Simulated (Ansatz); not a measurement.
# TlBrF4: relaxing the atoms in a fixed cell

Wanted: the geometry at rest of TlBrF4 (a known structure type filled with other elements, at an estimated volume), relaxing the atoms in a fixed cell, and its electronic structure there.

Computed, not measured: Ansatz 0.2.0, DFT, r2SCAN, no spin polarisation, plane waves, PAW.

## (1) Geometry

It takes space group F-43m (No. 216, cubic). The conventional cell has a = 8.041 Å, b = 8.041 Å, c = 8.041 Å, α = 90.00°, β = 90.00°, γ = 90.00°. Tl (site symmetry -43m) has 12 F at 3.33 Å as nearest neighbours. Around Br (site symmetry -43m) lie 4 F at 1.77 Å. Around F (site symmetry 3m) lie 1 Br at 1.77 Å.

In its conventional cell, by symmetry (the run takes the cell typed in the input):

```cif
data_structure
_symmetry_space_group_name_H-M 'F-43m'
_symmetry_Int_Tables_number 216
_cell_length_a 8.0413
_cell_length_b 8.0413
_cell_length_c 8.0413
_cell_angle_alpha 90.000
_cell_angle_beta 90.000
_cell_angle_gamma 90.000
_cell_volume 519.98
loop_
_atom_site_label
_atom_site_type_symbol
_atom_site_symmetry_multiplicity
_atom_site_Wyckoff_symbol
_atom_site_fract_x
_atom_site_fract_y
_atom_site_fract_z
_atom_site_occupancy
Tl1 Tl 4 b 0.50000 0.00000 0.00000 1
Br1 Br 4 a 0.00000 0.00000 0.00000 1
F1 F 16 e 0.12700 0.37300 0.62700 1
```

It starts from an earlier solution of the starting cell (checkpoint.read).

## (2) Relaxing

input.yaml

```yaml
crystal:
  lattice:
    - [0.0, 4.020671, 4.020671]
    - [4.020671, 0.0, 4.020671]
    - [4.020671, 4.020671, 0.0]
  atoms:
    - { symbol: Tl, position: [0.5, 0.5, 0.5] }
    - { symbol: Br, position: [0.0, 0.0, 0.0] }
    - { symbol: F, position: [0.127, 0.127, 0.127] }
    - { symbol: F, position: [0.619, 0.127, 0.127] }
    - { symbol: F, position: [0.127, 0.127, 0.619] }
    - { symbol: F, position: [0.127, 0.619, 0.127] }
  symmetry: { tolerance: 0.0003 }
kpoints:
  mp_grid: { grid: [7, 7, 7], shift: [0, 0, 0] }
magnetization:
  spin_polarized: false
scf:
  occupations: { method: methfessel_paxton, width: 0.1001 }
  lower_state_search: "off"
hamiltonian:
  pseudopotentials: { kind: paw }
  xc: r2scan
basis:
  ecutwfc: 500
  fft_grid_basis: typed
relax:
  max_steps: 60
output:
  forces: true
  stress: true
  eigenvalues: true
  bader: true
  populations: true
  elf: true
  write_potential: true
  volumetric_format: npy
  dos:
    e_range: [-12, 8]
    de: 0.05
    projected: { site_lists: { Br: [Br], F: [F], Tl: [Tl] } }
  write_density: true
checkpoint:
  read: saved_state
```

Command:

```console
$ ansatz run input.yaml --threads 2 --pin off --max-ram 3584MiB --backend cpu --events-out ev --progress --plain --runs-dir out
```

Log, shortened:

```text
Warning: output.stress: scf.convergence.dr2_threshold = 1e-7 eV (the SCF's general default) is looser than the 6e-10 eV advised for a printed stress (1e-10 eV for each atom of the cell: 6). What an SCF threshold leaves in a stress goes as its square root, and in the free energy as the [...]
Warning: RAYON_NUM_THREADS=2 ignored (pool sized by the plan → 2); use --threads N
[...]
Pseudopotentials: kind: paw
Pseudopotential: Tl, paw, valence charge 13, recommended cutoff 500 eV (meta_gga), Tl.paw.azcp
Pseudopotential: Br, paw, valence charge 7, recommended cutoff 500 eV (meta_gga), Br.paw.azcp
Pseudopotential: F, paw, valence charge 7, recommended cutoff 500 eV (meta_gga), F.paw.azcp
Functional definition: r2SCAN
[...]
Crystal: 6 atoms, lattice volume = 129.995 Å³
Basis set: ecut = 500 eV, 3287 PW (Γ), exchange–correlation on 180×180×180 points (64 copies of the dense FFT grid, shifted against one another)
Bands: 30, of which v1, the nominal top of the filled ones, is band 24 counted from 1 (23 counted from 0)
Symmetry: 24 space group operations
Space group: F-43m (ITA 216), of the structure as read, at distance tolerance 1.5e-3 Å
k-points: 20 of 343 (time reversal used)
[...]
SCF iter   1: F=—  HF=-17478.868450 eV  |F-HF|=—  |Δ(HF+E_count)|=         —  Δρ=7.39e-4  dr2=1.10e-4  dr2_τ=4.76e-4  ethr=3.93e-7  ⟨swp⟩=4.0  Hψ=4762  notcnv=0
[...]
relax step   1: F+E_penalty+E_count = -17478.87088606 eV  Δ(F+E_penalty+E_count) = +0.000e0 eV  max|allowed force component| = 3.644e0 eV/Å  Δτ_max = 0.0000 Å  (5 SCF iters, accepted)
[...]
relax step   2: F+E_penalty+E_count = -17481.09151822 eV  Δ(F+E_penalty+E_count) = -2.221e0 eV  max|allowed force component| = 1.540e0 eV/Å  Δτ_max = 0.1264 Å  (7 SCF iters, dr2 threshold 1.00e-4 eV, accepted)
[...]
relax step   3: F+E_penalty+E_count = -17481.74650620 eV  Δ(F+E_penalty+E_count) = -6.550e-1 eV  max|allowed force component| = 1.723e-1 eV/Å  Δτ_max = 0.1153 Å  (6 SCF iters, dr2 threshold 1.00e-4 eV, accepted)
SCF iter   1: F=—  HF=-17481.740212 eV  |F-HF|=—  |Δ(HF+E_count)|=         —  Δρ=3.86e-3  dr2=9.75e-3  dr2_τ=6.51e-2  ethr=1.50e-4  ⟨swp⟩=2.4  Hψ=1380  notcnv=0
[...]
```

## (3) The output, continued

The log, continued, shortened:

```text
SCF iter   2: F=—  HF=-17481.756840 eV  |F-HF|=—  |Δ(HF+E_count)|=   1.66e-2  S|Δr|=    0.00e0  Δρ=1.11e-3  dr2=9.28e-4  dr2_τ=1.58e-4  ethr=2.03e-5  ⟨swp⟩=2.0  Hψ=1355  notcnv=0
[...]
relax step   4: F+E_penalty+E_count = -17481.75667762 eV  Δ(F+E_penalty+E_count) = -1.017e-2 eV  max|allowed force component| = 8.330e-3 eV/Å  Δτ_max = 0.0163 Å  (6 SCF iters, dr2 threshold 1.85e-6 eV, accepted)
[...]
relax step   5: F+E_penalty+E_count = -17481.75667762 eV  Δ(F+E_penalty+E_count) = -1.681e-9 eV  max|allowed force component| = 8.358e-3 eV/Å  Δτ_max = 0.0000 Å  (2 SCF iters, accepted)
[...]
SCF iter   2: F=-17481.756678 eV  HF=-17481.756678 eV  |F-HF|=4.86e-9  |Δ(HF+E_count)|=  1.42e-10  S|Δr|=    0.00e0  Δρ=2.02e-6  dr2=5.25e-9  dr2_τ=6.63e-10  ethr=1.57e-11  ⟨swp⟩=8.0  Hψ=3666  notcnv=0
[...]
WARN: The input density's exchange-correlation potential varies sharply where the density is thin. Do not read a vacuum level from v_tot or v_xc, or from such a field of the output density. On a cell that repeats whose density bears no net charge and no dipole along the vacuum's axis use [...]
  F+E_penalty+E_count = -17481.75667762 eV   max|allowed force component| = 8.358e-3 eV/Å
  atoms:
    - { symbol: Tl, position: [0.5, 0.5, 0.5] }
    - { symbol: Br, position: [3.954969671261457e-19, 1.1864909013784606e-18, -1.1145823619009733e-18] }
    - { symbol: F, position: [0.1455276071322807, 0.1455276071322807, 0.1455276071322807] }
    - { symbol: F, position: [0.5634171786031582, 0.14552760713228066, 0.1455276071322807] }
    - { symbol: F, position: [0.1455276071322807, 0.1455276071322807, 0.5634171786031581] }
    - { symbol: F, position: [0.1455276071322807, 0.5634171786031581, 0.1455276071322807] }
--- Löwdin populations: 6 sites ---
  site symbol       q [e]
     0     Tl     12.3725
     1     Br      5.8441
     2      F      7.3978
     3      F      7.3978
     4      F      7.3978
     5      F      7.3978
  spilling = 0.004002 (of n_electrons = 48.000000)
--- Bader charges: 6 sites ---
  site symbol  charge [e]  shift [e]
     0     Tl      0.9142     0.0000
     1     Br      1.1113     0.0000
     2      F     -0.5064     0.0000
     3      F     -0.5064     0.0000
     4      F     -0.5064     0.0000
     5      F     -0.5064     0.0000
  estimated error of the sums over rays = 2.4e-4 e
```

It took 45 s on 2 threads of an x86-64 CPU, shared host; peak memory 0.9 GiB.

The steps of the relaxation:

| step | energy from step 1 (eV/cell) | largest force component (eV/Å) |
| --- | --- | --- |
| 1 | 0.0000 | 3.6443 |
| 2 | -2.2206 | 1.5395 |
| 3 | -2.8756 | 0.1723 |
| 4 | -2.8858 | 0.0083 |
| 5 | -2.8858 | 0.0084 |

Step 1 is the start. Step 5 solves the same geometry again.

The largest move, 0.26 Å, is shared by several atoms, F5 among them.

## (4) Total and projected density of states

States per cell by energy window, from dos.tsv and pdos.tsv (tetrahedra; eV from the Fermi level):

| from | to | total | Br p | F p | Tl s | Tl p |
| --- | --- | --- | --- | --- | --- | --- |
| -8.0 | -7.0 | 2.18 | 0.74 | 1.38 | 0.01 | 0.01 |
| -7.0 | -6.0 | 3.83 | 1.61 | 2.06 | 0.00 | 0.02 |
| -6.0 | -5.0 | 2.00 | 0.01 | 1.03 | 0.94 | 0.00 |
| -5.0 | -4.0 | 8.19 | 0.11 | 7.67 | 0.11 | 0.18 |
| -4.0 | -3.0 | 8.16 | 0.08 | 7.04 | 0.91 | 0.03 |
| -3.0 | -2.0 | 1.65 | 0.04 | 1.43 | 0.01 | 0.00 |
| -2.0 | -1.0 | 0.00 | 0.00 | 0.00 | 0.00 | 0.00 |
| -1.0 | 0.0 | 2.00 | 1.07 | 0.82 | 0.00 | 0.03 |
| 0.0 | 1.0 | 4.00 | 1.98 | 1.90 | 0.00 | 0.02 |
| 1.0 | 2.0 | 0.00 | 0.00 | 0.00 | 0.00 | 0.00 |
| 2.0 | 3.0 | 0.04 | 0.00 | 0.00 | 0.00 | 0.04 |
| 3.0 | 4.0 | 2.53 | 0.05 | 0.08 | 0.01 | 2.25 |
| 4.0 | 5.0 | 3.42 | 0.03 | 0.14 | 0.00 | 3.18 |

## (5) How the electrons are shared

By element, from the tables in the log (a charge is positive for electrons lost): Löwdin charges also hold the electrons that the projection spills.

| element | atoms | Bader charge (e) | Bader volume (Å³) | Löwdin charge (e) |
| --- | --- | --- | --- | --- |
| Tl | 1 | +0.91 | 35.2 | +0.63 |
| Br | 1 | +1.11 | 21.7 | +1.16 |
| F | 4 | -0.51 | 14.8 | -0.40 |

The Löwdin projection spills 0.4 % of the electrons and depends on the orbitals chosen; where it disagrees with Bader's partition, neither is an observable.

## (6) Fields in real space

Maps in the plane spanned by b and c at height 0.146 along a (axes of the input's cell), one cell: b runs left to right (17 points from zero), c bottom to top (17 points), 60° apart. These are the smooth PAW fields, not the true ones near the nuclei.

Valence density. Ten steps from '0' (0.02 e/Å³) to '9' (12.40 e/Å³), finer at the low end (step k begins (100^(k/10) - 1)/99 of the way up):
```
44222110001222344
44310000000001234
43210000000000123
33210000000000012
35431000000000002
47863100000000002
48996200000000001
26997410000000000
13577410000000000
01234310000000000
11111111110000001
34321013442100001
47752114776310002
48995213799631112
36997312599842232
34687411368753344
43344310124433444
```

ELF. Ten even steps from '0' (0.01) to '9' (0.85):
```
99414530014522799
99820100000101599
87641000000000257
23210000010000012
57641000122100002
88897300023310015
99579710013320004
79869940001221001
17999840000010000
00378610000000000
42001001441000003
89830006897300015
99995018999710104
79689307967941421
38769803985862684
54899920799873799
95379840179852899
```

Atoms within 0.2 Å of the plane, in fractions of b and c: F at (0.15, 0.15), F at (0.15, 0.56), F at (0.56, 0.15).

At the density minimum on some short contacts:

| contact | length (Å) | minimum at (fraction) | density (e/Å³) | ELF |
| --- | --- | --- | --- | --- |
| F3–F4 | 2.376 | 0.50 | 0.139 | 0.03 |
| Tl1–F3 | 3.296 | 0.55 | 0.046 | 0.02 |

## (7) Results

| quantity | value |
| --- | --- |
| moves | 3 |
| energy gained | 481.0 meV/atom |
| largest move | 0.26 Å (F) |
| space group (0.01 Å), before / after | F-43m / F-43m |
| pressure left in the fixed cell | 3.0 GPa |
| character | not settled: levels touch at the Fermi level |
| Bader charges | Tl +0.91, Br +1.11, F -0.51 e |

In the fixed cell the largest move of an atom is 0.26 Å; the energy fell by 481.0 meV per atom. The fixed cell still holds a mean pressure of 3.0 GPa, so it would expand if let free. The run held to 24 symmetry operations, so a lower structure without them is not ruled out. Counted by bands, filled and empty levels lie 0.00 eV apart on this mesh, so the states at the Fermi level come from bands that touch or from narrow, localised levels; whether the cell conducts is not settled here. Br loses most charge (+1.11 e on average) and F gains most (-0.51 e).

Keep in mind: the exchange-correlation potential is rough where the density is thin; the SCF threshold is loose for a stress.
